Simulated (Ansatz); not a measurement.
# H2 with SiNH5: superposition error and deformation, part 2 of 3

Ansatz 0.2.0, Gaussian basis. Earlier steps stand in the parts before.

## Step 13: CCSD(T)/def2-TZVPPD

The inputs:

a/in.yaml

```yaml
crystal:
  periodic: [false, false, false]
  atoms:
    - {symbol: H, position_ang: [-0.105599, 0.408104, -3.109648]}
    - {symbol: H, position_ang: [0.070280, 0.199090, -2.412500]}
basis:
  gaussian: {orbitals: "def2-TZVPPD.json"}
correlation: {method: ccsd_t}
```

b/in.yaml

```yaml
crystal:
  periodic: [false, false, false]
  atoms:
    - {symbol: Si, position_ang: [-0.473044, 0.242832, 1.103754]}
    - {symbol: N, position_ang: [0.701633, -0.546042, 0.121298]}
    - {symbol: H, position_ang: [-0.346915, 1.705243, 0.876276]}
    - {symbol: H, position_ang: [-1.813909, -0.237303, 0.682006]}
    - {symbol: H, position_ang: [-0.354667, 0.006328, 2.573868]}
    - {symbol: H, position_ang: [0.663755, -1.547613, 0.016333]}
    - {symbol: H, position_ang: [1.658465, -0.230839, 0.148512]}
basis:
  gaussian: {orbitals: "def2-TZVPPD.json"}
correlation: {method: ccsd_t}
```

The same command starts each run, in its folder.

The run is started by

```sh
$ ansatz run in.yaml --threads 2 --pin off --events-out ev --progress --plain --max-ram 5222MiB
```

Output in a, cut to the lines that bear on the results:

```text
Functional definition: HF
  name "HF"
  cite "Fock, Z. Phys. 61, 126 (1930) doi:10.1007/BF01340294"
  parent pbe
[...]
170 factors; integrals over basis functions are off by at most 1.1e-3 eV
[...]
mean field -30.82806366 eV, -1.1329104434 hartree, gradient 2.3e-7 eV, S^2 0.000000; 0 other end points of the search recorded, 0 dependent functions left out
reference -30.82806366 eV, -1.1329104434 hartree; 1, 1 occupied and 33, 33 virtual orbitals, 170 factors
second order -0.86465833 eV of doubles, -0.00000000 eV of singles
cycle   1  -1.00952221 eV  change   -1.4e-1 eV  update   2.6e-2
[...]
cycle   7  -1.07584183 eV  change   -1.2e-6 eV  update   5.8e-7
perturbative correction -0.00000000 eV, -0.0000000000 hartree
Total energy: -31.90390548 eV, -1.1724469013 hartree
```

Log of b, cut to the lines that bear on the results:

```text
[... 4 set-up lines as earlier in the session ...]
[...]
949 factors; integrals over basis functions are off by at most 1.6e-3 eV
[...]
mean field -9424.69403188 eV, -346.3511173844 hartree, gradient 1.2e-6 eV, S^2 0.000000; 0 other end points of the search recorded, 0 dependent functions left out
6 core orbitals not correlated: weight in the atoms' cores, before any rotation towards them, 1.000 or more for the frozen orbitals, at most 0.000 for the correlated occupied ones
reference -9424.69403188 eV, -346.3511173844 hartree; 7, 7 occupied and 157, 157 virtual orbitals, 949 factors
second order -9.63586911 eV of doubles, -0.00000000 eV of singles
cycle   1  -10.15274789 eV  change   -5.2e-1 eV  update   6.5e-2
[...]
cycle   9  -10.47187758 eV  change   -3.2e-6 eV  update   1.2e-5
perturbative correction -0.34257101 eV, -0.0125892523 hartree
Total energy: -9435.50848046 eV, -346.7485410397 hartree
```

Wall times: 0.1 s (a), 4.5 s (b) on 2 threads of AMD EPYC 9R45, shared host; peak memory 1.4 GiB.

## Step 14: Relaxing H2 alone

relax-a/in.yaml reads:

```yaml
crystal:
  periodic: [false, false, false]
  atoms:
    - {symbol: H, position_ang: [-0.105599, 0.408104, -3.109648]}
    - {symbol: H, position_ang: [0.070280, 0.199090, -2.412500]}
basis:
  gaussian: {orbitals: def2-TZVP}
hamiltonian: {xc: pbe0, dispersion: d4}
relax: {f_tol: 0.005, max_steps: 200}
```

The run is started by

```sh
$ ansatz run in.yaml --threads 2 --pin off --events-out ev --progress --plain --max-ram 5222MiB
```

The program printed, cut to the lines that bear on the results:

```text
[... 5 set-up lines as earlier in the session ...]
[...]
88 factors; their error is unknown
[...]
mean field -31.78852676 eV, -1.1682068113 hartree, gradient 1.7e-5 eV, S^2 0.000000; 0 other end points of the search recorded, 0 dependent functions left out
[...]
reference -31.78866855 eV, -1.1682120220 hartree; 1, 1 occupied and 11, 11 virtual orbitals, 88 factors
Total energy: -31.79027511 eV, -1.1682710619 hartree
Atom 0 at    -0.105296     0.407743    -3.108445 Å, force     0.000469    -0.000557     0.001859 eV/Å
Atom 1 at     0.069977     0.199451    -2.413703 Å, force    -0.000469     0.000557    -0.001859 eV/Å
Dipole moment:    -0.000000     0.000000    -0.000000 e Å
```

Wall time 0.1 s (2 threads of AMD EPYC 9R45, shared host).

Step by step:

```csv
step,energy from step 1 (eV),largest force component (eV/Å)
1,0.0000,0.0880
2,-0.0001,0.0019
```

The bond:

```csv
bond,before (Å),after (Å),change (Å)
H1–H2,0.749,0.746,-0.003
```

## Step 15: Relaxing SiNH5 alone

relax-b/in.yaml reads:

```yaml
crystal:
  periodic: [false, false, false]
  atoms:
    - {symbol: Si, position_ang: [-0.473044, 0.242832, 1.103754]}
    - {symbol: N, position_ang: [0.701633, -0.546042, 0.121298]}
    - {symbol: H, position_ang: [-0.346915, 1.705243, 0.876276]}
    - {symbol: H, position_ang: [-1.813909, -0.237303, 0.682006]}
    - {symbol: H, position_ang: [-0.354667, 0.006328, 2.573868]}
    - {symbol: H, position_ang: [0.663755, -1.547613, 0.016333]}
    - {symbol: H, position_ang: [1.658465, -0.230839, 0.148512]}
basis:
  gaussian: {orbitals: def2-TZVP}
hamiltonian: {xc: pbe0, dispersion: d4}
relax: {f_tol: 0.005, max_steps: 200}
```

The run is started by

```sh
$ ansatz run in.yaml --threads 2 --pin off --events-out ev --progress --plain --max-ram 5222MiB
```

The program printed, cut to the lines that bear on the results:

```text
[... 5 set-up lines as earlier in the session ...]
[...]
643 factors; their error is unknown
[...]
mean field -9445.25502482 eV, -347.1067199385 hartree, gradient 4.9e-5 eV, S^2 0.000000; 0 other end points of the search recorded, 0 dependent functions left out
[...]
Atom 3 at    -1.812960    -0.237734     0.682480 Å, force     0.000001    -0.000034    -0.000021 eV/Å
Atom 4 at    -0.360100     0.010116     2.576565 Å, force    -0.000018     0.000006     0.000012 eV/Å
Atom 5 at     0.663609    -1.547780     0.010988 Å, force     0.000085     0.000152     0.000025 eV/Å
Atom 6 at     1.659051    -0.229883     0.142970 Å, force    -0.000099    -0.000089     0.000005 eV/Å
Dipole moment:     0.227956    -0.172165    -0.000156 e Å
```

Run time: 2.5 s. Hardware: 2 threads of AMD EPYC 9R45, shared host.

The steps of the relaxation:

```csv
step,energy from step 1 (eV),largest force component (eV/Å)
1,0.0000,0.0470
2,-0.0001,0.0266
3,-0.0001,0.0084
4,-0.0002,0.0151
5,-0.0002,0.0081
6,-0.0002,0.0002
```

Close pairs (by a distance rule), those that changed most:

```csv
bond,before (Å),after (Å),change (Å)
Si1–N2,1.723,1.720,-0.003
N2–H7,1.008,1.007,-0.000
N2–H6,1.008,1.007,-0.000
Si1–H3,1.485,1.486,+0.000
Si1–H4,1.485,1.486,+0.000
Si1–H5,1.494,1.494,+0.000
```

## Step 16: PBE-D4/def2-TZVPPD

free-a/in.yaml reads:

```yaml
crystal:
  periodic: [false, false, false]
  atoms:
    - {symbol: H, position_ang: [-0.105296, 0.407743, -3.108445]}
    - {symbol: H, position_ang: [0.069977, 0.199451, -2.413703]}
basis:
  gaussian: {orbitals: "def2-TZVPPD.json"}
hamiltonian: {xc: pbe, dispersion: d4}
```

free-b/in.yaml reads:

```yaml
crystal:
  periodic: [false, false, false]
  atoms:
    - {symbol: Si, position_ang: [-0.471493, 0.241537, 1.104698]}
    - {symbol: N, position_ang: [0.703427, -0.548025, 0.127503]}
    - {symbol: H, position_ang: [-0.346216, 1.704375, 0.876842]}
    - {symbol: H, position_ang: [-1.812960, -0.237734, 0.682480]}
    - {symbol: H, position_ang: [-0.360100, 0.010116, 2.576565]}
    - {symbol: H, position_ang: [0.663609, -1.547780, 0.010988]}
    - {symbol: H, position_ang: [1.659051, -0.229883, 0.142970]}
basis:
  gaussian: {orbitals: "def2-TZVPPD.json"}
hamiltonian: {xc: pbe, dispersion: d4}
```

One command serves all of them, each in its own folder.

The run is started by

```sh
$ ansatz run in.yaml --threads 2 --pin off --events-out ev --progress --plain --max-ram 5222MiB
```

free-a printed, cut to the lines that bear on the results:

```text
[... 4 set-up lines as earlier in the session ...]
[...]
118 factors; their error is unknown
[...]
mean field -31.73230384 eV, -1.1661406574 hartree, gradient 1.3e-5 eV, S^2 0.000000; 0 other end points of the search recorded, 0 dependent functions left out
reference -31.73232474 eV, -1.1661414253 hartree; 1, 1 occupied and 33, 33 virtual orbitals, 118 factors
Total energy: -31.73434397 eV, -1.1662156306 hartree
```

Log of free-b, cut to the lines that bear on the results:

```text
[... 4 set-up lines as earlier in the session ...]
[...]
779 factors; their error is unknown
[...]
mean field -9444.32244317 eV, -347.0724481948 hartree, gradient 1.2e-5 eV, S^2 0.000000; 0 other end points of the search recorded, 0 dependent functions left out
reference -9444.32248468 eV, -347.0724497205 hartree; 13, 13 occupied and 157, 157 virtual orbitals, 779 factors
Total energy: -9444.40665765 eV, -347.0755430200 hartree
```

Wall times: 0.05 s (free-a), 0.5 s (free-b) on 2 threads of AMD EPYC 9R45, shared host.

## Step 17: r2SCAN-D4/def2-TZVPPD

The same edit goes into each in.yaml of step 16 (free-a, free-b):

```diff
-hamiltonian: {xc: pbe, dispersion: d4}
+hamiltonian: {xc: r2scan, dispersion: d4}
```

Each run has its own folder and the same command.

The run is started by

```sh
$ ansatz run in.yaml --threads 2 --pin off --events-out ev --progress --plain --max-ram 5222MiB
```

free-a printed, cut to the lines that bear on the results:

```text
[... 5 set-up lines as earlier in the session ...]
[...]
118 factors; their error is unknown
[...]
mean field -31.87257525 eV, -1.1712955364 hartree, gradient 8.3e-5 eV, S^2 0.000000; 0 other end points of the search recorded, 0 dependent functions left out
reference -31.87258159 eV, -1.1712957695 hartree; 1, 1 occupied and 33, 33 virtual orbitals, 118 factors
Total energy: -31.87308297 eV, -1.1713141950 hartree
```

Output in free-b, cut to the lines that bear on the results:

```text
[... 5 set-up lines as earlier in the session ...]
[...]
779 factors; their error is unknown
[...]
mean field -9448.88959718 eV, -347.2402880091 hartree, gradient 5.6e-5 eV, S^2 0.000000; 0 other end points of the search recorded, 0 dependent functions left out
reference -9448.88960969 eV, -347.2402884686 hartree; 13, 13 occupied and 157, 157 virtual orbitals, 779 factors
Total energy: -9448.90897469 eV, -347.2410001193 hartree
```

Wall times: 0.15 s (free-a), 0.85 s (free-b) on 2 threads of AMD EPYC 9R45, shared host.

## Step 18: PBE0-D4/def2-TZVPPD

The same edit goes into each in.yaml of step 17 (free-a, free-b):

```diff
-hamiltonian: {xc: r2scan, dispersion: d4}
+hamiltonian: {xc: pbe0, dispersion: d4}
+output: {orbitals: {seedname: orbitals}}
```

Each run has its own folder and the same command.

The run is started by

```sh
$ ansatz run in.yaml --threads 2 --pin off --events-out ev --progress --plain --max-ram 5222MiB
```

Output in free-a, cut to the lines that bear on the results:

```text
[... 5 set-up lines as earlier in the session ...]
[...]
118 factors; their error is unknown
[...]
mean field -31.79643925 eV, -1.1684975900 hartree, gradient 8.9e-5 eV, S^2 0.000000; 0 other end points of the search recorded, 0 dependent functions left out
reference -31.79645419 eV, -1.1684981389 hartree; 1, 1 occupied and 33, 33 virtual orbitals, 118 factors
Total energy: -31.79806074 eV, -1.1685571788 hartree
```

Output in free-b, cut to the lines that bear on the results:

```text
[... 5 set-up lines as earlier in the session ...]
[...]
796 factors; their error is unknown
[...]
mean field -9445.34346476 eV, -347.1099700460 hartree, gradient 1.9e-5 eV, S^2 0.000000; 0 other end points of the search recorded, 0 dependent functions left out
reference -9445.34349468 eV, -347.1099711456 hartree; 13, 13 occupied and 157, 157 virtual orbitals, 796 factors
Total energy: -9445.41286555 eV, -347.1125204782 hartree
```

Times: 0.05 s (free-a), 0.65 s (free-b) on 2 threads of AMD EPYC 9R45, shared host.

## Step 19: B3LYP-D4/def2-TZVPPD

The same edit goes into each in.yaml of step 18 (free-a, free-b):

```diff
-hamiltonian: {xc: pbe0, dispersion: d4}
-output: {orbitals: {seedname: orbitals}}
+hamiltonian: {xc: {name: B3LYP}, dispersion: d4}
```

Each run has its own folder and the same command.

The run is started by

```sh
$ ansatz run in.yaml --threads 2 --pin off --events-out ev --progress --plain --max-ram 5222MiB
```

Log of free-a, cut to the lines that bear on the results:

```text
[... 6 set-up lines as earlier in the session ...]
[...]
118 factors; their error is unknown
[...]
mean field -32.10969206 eV, -1.1800094184 hartree, gradient 5.9e-5 eV, S^2 0.000000; 0 other end points of the search recorded, 0 dependent functions left out
reference -32.10982537 eV, -1.1800143176 hartree; 1, 1 occupied and 33, 33 virtual orbitals, 118 factors
Total energy: -32.11297646 eV, -1.1801301181 hartree
```

free-b printed, cut to the lines that bear on the results:

```text
[... 6 set-up lines as earlier in the session ...]
[...]
789 factors; their error is unknown
[...]
mean field -9451.39128588 eV, -347.3322233728 hartree, gradient 2.2e-5 eV, S^2 0.000000; 0 other end points of the search recorded, 0 dependent functions left out
reference -9451.39152328 eV, -347.3322320973 hartree; 13, 13 occupied and 157, 157 virtual orbitals, 789 factors
Total energy: -9451.52786021 eV, -347.3372423869 hartree
```

Wall times: 0.05 s (free-a), 0.7 s (free-b) on 2 threads of AMD EPYC 9R45, shared host.

## Step 20: wB97X-V/def2-TZVPPD

The same edit goes into each in.yaml of step 19 (free-a, free-b):

```diff
-hamiltonian: {xc: {name: B3LYP}, dispersion: d4}
+hamiltonian: {xc: {name: wB97X-V}}
```

One command serves all of them, each in its own folder.

The run is started by

```sh
$ ansatz run in.yaml --threads 2 --pin off --events-out ev --progress --plain --max-ram 5222MiB
```

Log of free-a, cut to the lines that bear on the results:

```text
[... 5 set-up lines as earlier in the session ...]
[...]
      + integral(e_c_pw_opposite_spin*poly(b97_u_opposite, cos0, cos1)) + vv10(b, c)
118 factors; their error is unknown
52 factors; integrals over basis functions are off by at most 1.4e-5 eV
[...]
mean field -31.90915542 eV, -1.1726398327 hartree, gradient 4.2e-6 eV, S^2 0.000000; 0 other end points of the search recorded, 0 dependent functions left out
reference -31.90915444 eV, -1.1726397969 hartree; 1, 1 occupied and 33, 33 virtual orbitals, 118 factors
Total energy: -31.90915444 eV, -1.1726397969 hartree
```

free-b printed, cut to the lines that bear on the results:

```text
[... 5 set-up lines as earlier in the session ...]
[...]
      + integral(e_c_pw_opposite_spin*poly(b97_u_opposite, cos0, cos1)) + vv10(b, c)
789 factors; their error is unknown
239 factors; integrals over basis functions are off by at most 1.5e-5 eV
[...]
mean field -9448.83399838 eV, -347.2382447907 hartree, gradient 2.5e-5 eV, S^2 0.000000; 0 other end points of the search recorded, 0 dependent functions left out
reference -9448.83399635 eV, -347.2382447162 hartree; 13, 13 occupied and 157, 157 virtual orbitals, 789 factors
Total energy: -9448.83399635 eV, -347.2382447162 hartree
```

They took 0.15 s (free-a), 1.7 s (free-b) on 2 threads of AMD EPYC 9R45, shared host.

## Step 21: wB97M-V/def2-TZVPPD

Each input of step 20 (free-a, free-b) changes in the same lines:

```diff
-hamiltonian: {xc: {name: wB97X-V}}
+hamiltonian: {xc: {name: wB97M-V}}
```

The same command starts each run, in its folder.

The run is started by

```sh
$ ansatz run in.yaml --threads 2 --pin off --events-out ev --progress --plain --max-ram 5222MiB
```

Log of free-a, cut to the lines that bear on the results:

```text
[... 5 set-up lines as earlier in the session ...]
  # Of w^i u^j: cxij and so on, Table III.
[...]
  gx(w, u) = 1 - cx + cx01*u + cx10*w
[...]
      + integral(e_c_pw_mod_opposite_spin*gos(b97_w_opposite, b97_u_opposite)) + vv10(b, c)
118 factors; their error is unknown
52 factors; integrals over basis functions are off by at most 1.4e-5 eV
[...]
mean field -31.60198220 eV, -1.1613514253 hartree, gradient 2.1e-5 eV, S^2 0.000000; 0 other end points of the search recorded, 0 dependent functions left out
reference -31.60200568 eV, -1.1613522880 hartree; 1, 1 occupied and 33, 33 virtual orbitals, 118 factors
Total energy: -31.60200568 eV, -1.1613522880 hartree
```

Log of free-b, cut to the lines that bear on the results:

```text
[... 5 set-up lines as earlier in the session ...]
  # Of w^i u^j: cxij and so on, Table III.
[...]
  gx(w, u) = 1 - cx + cx01*u + cx10*w
[...]
      + integral(e_c_pw_mod_opposite_spin*gos(b97_w_opposite, b97_u_opposite)) + vv10(b, c)
784 factors; their error is unknown
239 factors; integrals over basis functions are off by at most 1.5e-5 eV
[...]
mean field -9449.02651699 eV, -347.2453197193 hartree, gradient 7.7e-5 eV, S^2 0.000000; 0 other end points of the search recorded, 0 dependent functions left out
reference -9449.02656816 eV, -347.2453215998 hartree; 13, 13 occupied and 157, 157 virtual orbitals, 784 factors
Total energy: -9449.02656816 eV, -347.2453215998 hartree
```

They took 0.15 s (free-a), 1.7 s (free-b) on 2 threads of AMD EPYC 9R45, shared host.

## Step 22: B2PLYP/def2-TZVPPD

Each input of step 21 (free-a, free-b) changes in the same lines:

```diff
-hamiltonian: {xc: {name: wB97M-V}}
+hamiltonian: {xc: {name: B2PLYP}}
```

Each run has its own folder and the same command.

The run is started by

```sh
$ ansatz run in.yaml --threads 2 --pin off --events-out ev --progress --plain --max-ram 5222MiB
```

free-a printed, cut to the lines that bear on the results:

```text
[... 5 set-up lines as earlier in the session ...]
[...]
170 factors; integrals over basis functions are off by at most 1.0e-3 eV
[...]
mean field -31.55940659 eV, -1.1597868005 hartree, gradient 6.3e-7 eV, S^2 0.000000; 0 other end points of the search recorded, 0 dependent functions left out
reference -31.55948908 eV, -1.1597898319 hartree; 1, 1 occupied and 33, 33 virtual orbitals, 170 factors
second order -1.02665349 eV of doubles, -0.00000000 eV of singles
Total energy: -31.83668552 eV, -1.1699766132 hartree
```

Output in free-b, cut to the lines that bear on the results:

```text
[... 5 set-up lines as earlier in the session ...]
[...]
949 factors; integrals over basis functions are off by at most 1.6e-3 eV
[...]
mean field -9442.87857941 eV, -347.0193871803 hartree, gradient 4.5e-6 eV, S^2 0.000000; 0 other end points of the search recorded, 0 dependent functions left out
6 core orbitals not correlated: weight in the atoms' cores, before any rotation towards them, 1.000 or more for the frozen orbitals, at most 0.000 for the correlated occupied ones
reference -9442.87872766 eV, -347.0193926286 hartree; 7, 7 occupied and 157, 157 virtual orbitals, 949 factors
second order -11.64811153 eV of doubles, -0.00000000 eV of singles
Total energy: -9446.02371778 eV, -347.1349688835 hartree
```

Times: 0.1 s (free-a), 1.1 s (free-b) on 2 threads of AMD EPYC 9R45, shared host.

## Step 23: BLYP-D4/def2-TZVPPD

Each input of step 22 (free-a, free-b) changes in the same lines:

```diff
-hamiltonian: {xc: {name: B2PLYP}}
+hamiltonian: {xc: {name: BLYP}, dispersion: d4}
```

One command serves all of them, each in its own folder.

The run is started by

```sh
$ ansatz run in.yaml --threads 2 --pin off --events-out ev --progress --plain --max-ram 5222MiB
```

Log of free-a, cut to the lines that bear on the results:

```text
[... 4 set-up lines as earlier in the session ...]
[...]
118 factors; their error is unknown
[...]
mean field -31.82623184 eV, -1.1695924474 hartree, gradient 2.5e-5 eV, S^2 0.000000; 0 other end points of the search recorded, 0 dependent functions left out
reference -31.82641678 eV, -1.1695992441 hartree; 1, 1 occupied and 33, 33 virtual orbitals, 118 factors
Total energy: -31.83131469 eV, -1.1697792388 hartree
```

Output in free-b, cut to the lines that bear on the results:

```text
[... 4 set-up lines as earlier in the session ...]
[...]
779 factors; their error is unknown
[...]
mean field -9449.77625577 eV, -347.2728721111 hartree, gradient 7.9e-5 eV, S^2 0.000000; 0 other end points of the search recorded, 0 dependent functions left out
reference -9449.77658392 eV, -347.2728841704 hartree; 13, 13 occupied and 157, 157 virtual orbitals, 779 factors
Total energy: -9449.96890546 eV, -347.2799518566 hartree
```

Times: 0.1 s (free-a), 0.55 s (free-b) on 2 threads of AMD EPYC 9R45, shared host.

## Step 24: revPBE-D4/def2-TZVPPD

The same edit goes into each in.yaml of step 23 (free-a, free-b):

```diff
-hamiltonian: {xc: {name: BLYP}, dispersion: d4}
+hamiltonian: {xc: {name: revPBE}, dispersion: d4}
```

Each run has its own folder and the same command.

The run is started by

```sh
$ ansatz run in.yaml --threads 2 --pin off --events-out ev --progress --plain --max-ram 5222MiB
```

Log of free-a, cut to the lines that bear on the results:

```text
[... 4 set-up lines as earlier in the session ...]
[...]
118 factors; their error is unknown
[...]
mean field -32.01656617 eV, -1.1765871052 hartree, gradient 1.6e-5 eV, S^2 0.000000; 0 other end points of the search recorded, 0 dependent functions left out
reference -32.01659274 eV, -1.1765880815 hartree; 1, 1 occupied and 33, 33 virtual orbitals, 118 factors
Total energy: -32.02733916 eV, -1.1769830054 hartree
```

Output in free-b, cut to the lines that bear on the results:

```text
[... 4 set-up lines as earlier in the session ...]
[...]
779 factors; their error is unknown
[...]
mean field -9448.37959699 eV, -347.2215458478 hartree, gradient 5.9e-5 eV, S^2 0.000000; 0 other end points of the search recorded, 0 dependent functions left out
reference -9448.37964984 eV, -347.2215477899 hartree; 13, 13 occupied and 157, 157 virtual orbitals, 779 factors
Total energy: -9448.66876017 eV, -347.2321723985 hartree
```

Times: 0.05 s (free-a), 0.5 s (free-b) on 2 threads of AMD EPYC 9R45, shared host.

(Part 2 of 3 ends here.)
